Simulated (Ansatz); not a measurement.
# Ruthenium, dhcp under PBE: ground state and equation of state

What does PBE give for ruthenium in the dhcp structure? We relax it, solve it on a dense k-mesh, then scale the cell to 7 volumes from 88 to 112 % of the relaxed one and try a fit of the equation of state. The start is ferromagnetic. The k-meshes are 13×13×4 for the relaxation; 18×18×5 for the dense run; 18×18×5 for the volumes.

Computed with Ansatz 0.2.0 (DFT PBE, plane waves (420 eV) with PAW, scalar-relativistic, unless a step says otherwise).

**1. The structure to begin with**

The structure is hexagonal, space group P6_3/mmc (No. 194). The conventional cell has a = 2.676 Å, b = 2.676 Å, c = 8.741 Å, α = 90.00°, β = 90.00°, γ = 120.00°. Ru (site symmetry -3m) has 12 Ru at 2.68 Å as nearest neighbours. Ru (site symmetry -6m2) is surrounded by 12 Ru at 2.68 Å.

As a file:

```xyz
4
Lattice="2.6763 0.0000 0.0000 -1.3382 2.3177 0.0000 0.0000 0.0000 8.7408" Properties=species:S:1:pos:R:3 pbc="T T T"
Ru    0.0000    0.0000    0.0000
Ru    0.0000    0.0000    4.3704
Ru    0.0000    1.5452    2.1852
Ru    1.3382    0.7726    6.5556
```

The atoms start with moments of +1 ×4 μB.

**2. Relaxation of the cell**

Contents of input.yaml:

```yaml
crystal:
  lattice:
    - [2.6763033576, 0.0, 0.0]
    - [-1.3381516788, 2.317746696, 0.0]
    - [0.0, 0.0, 8.7408067661]
  atoms:
    - { symbol: Ru, position: [0.0, 0.0, 0.0], spin: 1.0 }
    - { symbol: Ru, position: [0.0, 0.0, 0.5], spin: 1.0 }
    - { symbol: Ru, position: [0.3333333333, 0.6666666667, 0.25], spin: 1.0 }
    - { symbol: Ru, position: [0.6666666667, 0.3333333333, 0.75], spin: 1.0 }
hamiltonian:
  xc: pbe
  pseudopotentials:
    kind: paw
    azcp:
      Ru: "pseudopotentials/Ru.paw.azcp"
basis:
  ecutwfc: 420
  fft_grid_basis: typed
kpoints:
  mp_grid: { grid: [13, 13, 4], shift: [0, 0, 0] }
magnetization:
  spin_polarized: true
scf:
  occupations: { method: fermi_dirac, width: 0.05 }
relax:
  max_steps: 60
  f_tol: 0.01
  cell: {}
```

Further steps of the session: The energy on a finer k-mesh; At 88 % of the relaxed volume; At 92 % of the relaxed volume; At 96 % of the relaxed volume; At 100 % of the relaxed volume; At 104 % of the relaxed volume; At 108 % of the relaxed volume; At 112 % of the relaxed volume.

Before running it: what results should come out? Wanted: space group; conventional cell; volume; shortest distance; gap on the mesh; magnetic state; relative to hcp; V₀, B₀, B₀′.

**Answer**, as computed:

```
                      quantity                                   value
space group (spins left aside)                      P6_3/mmc (No. 194)
             conventional cell  a = 2.710 Å, c = 8.696 Å (c/a = 3.209)
                        volume                          13.824 Å³/atom
             shortest distance                                 2.678 Å
               gap on the mesh            none (levels filled in part)
                magnetic state                            non-magnetic
               relative to hcp                            +81 meV/atom
                   V₀, B₀, B₀′            13.815 Å³/atom, 308 GPa, 4.8
```

In words: The relaxation enlarged the cell by 2.0 % in volume. Against the reference form of ruthenium (hcp, computed apart with the same settings) it stands 81 meV/atom higher. The moments die out: the run ends non-magnetic. No gap shows: it is a metal or semimetal at this level. The fitted modulus is 308 GPa, among the stiffest elements; letting shape and positions relax at each volume could only lower it. The symmetry was held, so the structure may be unstable against distortions that break it.
